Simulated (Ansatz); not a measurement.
# Ti: biaxial against axial strain

Aim: for Ti, map the energy over biaxial and axial strain.

Method: DFT PBEsol, scalar-relativistic, plane waves, PAW, in Ansatz 0.2.0.

1 further run of the same task is left out (set aside as unsound or not needed).

### 1 The system as given

The structure is cubic, space group Im-3m (No. 229). The conventional cell has a = 3.282 Å, b = 3.282 Å, c = 3.282 Å, α = 90.00°, β = 90.00°, γ = 90.00°. Ti (site symmetry m-3m) has 8 Ti at 2.84 Å as nearest neighbours.

Coordinates:

```
CELL_PARAMETERS angstrom
-1.64100 1.64100 1.64100
1.64100 -1.64100 1.64100
1.64100 1.64100 -1.64100
ATOMIC_POSITIONS crystal
Ti 0.00000 0.00000 0.00000
```

No relaxation comes first: the listed cell is the starting point.

### 2 The reference cell

Reference values: F = -2473.7800 eV; pressure -6.65 GPa; largest force 0.000 eV/Å; gap on the mesh none (metal). It was computed beforehand with the settings of the runs below.

### 3 The scan: biaxial against axial strain

The cell is strained by p along both x and y and by q along z, with fractional coordinates fixed.

### 4 At p = -0.030, q = -0.030

File input.yaml:

```yaml
crystal:
  lattice:
    - [-1.59177, 1.59177, 1.59177]
    - [1.59177, -1.59177, 1.59177]
    - [1.59177, 1.59177, -1.59177]
  atoms:
    - { symbol: Ti, position: [0.0, 0.0, 0.0] }
basis:
  ecutwfc: 420
kpoints:
  mp_grid: { grid: [20, 20, 20] }
hamiltonian:
  xc: pbesol
scf:
  occupations: { method: gaussian, width: 0.15 }
output:
  forces: true
  stress: true
  eigenvalues: true
```

Command:

```bash
ansatz run input.yaml --threads 1 --pin off --max-ram 1228MiB --backend cpu --events-out ev --progress --plain --runs-dir out
```

### 5 Point p = -0.030, q = 0.000

input.yaml: that of step 4 with these lines changed.

```diff
@@ -2,5 +2,5 @@
   lattice:
-    - [-1.59177, 1.59177, 1.59177]
-    - [1.59177, -1.59177, 1.59177]
-    - [1.59177, 1.59177, -1.59177]
+    - [-1.59177, 1.59177, 1.641]
+    - [1.59177, -1.59177, 1.641]
+    - [1.59177, 1.59177, -1.641]
   atoms:
```

### 6 Point p = -0.030, q = 0.030

input.yaml: that of step 5 with these lines changed.

```diff
@@ -2,5 +2,5 @@
   lattice:
-    - [-1.59177, 1.59177, 1.641]
-    - [1.59177, -1.59177, 1.641]
-    - [1.59177, 1.59177, -1.641]
+    - [-1.59177, 1.59177, 1.69023]
+    - [1.59177, -1.59177, 1.69023]
+    - [1.59177, 1.59177, -1.69023]
   atoms:
```

### 7 At p = 0.000, q = -0.030

input.yaml: that of step 6 with these lines changed.

```diff
@@ -2,5 +2,5 @@
   lattice:
-    - [-1.59177, 1.59177, 1.69023]
-    - [1.59177, -1.59177, 1.69023]
-    - [1.59177, 1.59177, -1.69023]
+    - [-1.641, 1.641, 1.59177]
+    - [1.641, -1.641, 1.59177]
+    - [1.641, 1.641, -1.59177]
   atoms:
```

### 8 p = 0.000, q = 0.030

input.yaml: that of step 7 with these lines changed.

```diff
@@ -2,5 +2,5 @@
   lattice:
-    - [-1.641, 1.641, 1.59177]
-    - [1.641, -1.641, 1.59177]
-    - [1.641, 1.641, -1.59177]
+    - [-1.641, 1.641, 1.69023]
+    - [1.641, -1.641, 1.69023]
+    - [1.641, 1.641, -1.69023]
   atoms:
```

### 9 p = 0.030, q = -0.030

input.yaml: that of step 8 with these lines changed.

```diff
@@ -2,5 +2,5 @@
   lattice:
-    - [-1.641, 1.641, 1.69023]
-    - [1.641, -1.641, 1.69023]
-    - [1.641, 1.641, -1.69023]
+    - [-1.69023, 1.69023, 1.59177]
+    - [1.69023, -1.69023, 1.59177]
+    - [1.69023, 1.69023, -1.59177]
   atoms:
```

### 10 p = 0.030, q = 0.000

input.yaml: that of step 9 with these lines changed.

```diff
@@ -2,5 +2,5 @@
   lattice:
-    - [-1.69023, 1.69023, 1.59177]
-    - [1.69023, -1.69023, 1.59177]
-    - [1.69023, 1.69023, -1.59177]
+    - [-1.69023, 1.69023, 1.641]
+    - [1.69023, -1.69023, 1.641]
+    - [1.69023, 1.69023, -1.641]
   atoms:
```

(Steps that only read results are left out.)

Q: Predict the outcome of this session. Wanted: highest point; lowest point away from the origin.

**Answer**, as computed:

```
                         quantity                                     value
                    highest point  60.4 meV/atom at (p, q) = (0.030, 0.000)
lowest point away from the origin         -25.1 meV/atom at (-0.030, 0.000)
```

In words: Of the points run, the lowest is (-0.030, 0.000), 25.1 meV/atom below the undisturbed cell, which was taken as given and not relaxed at this level.
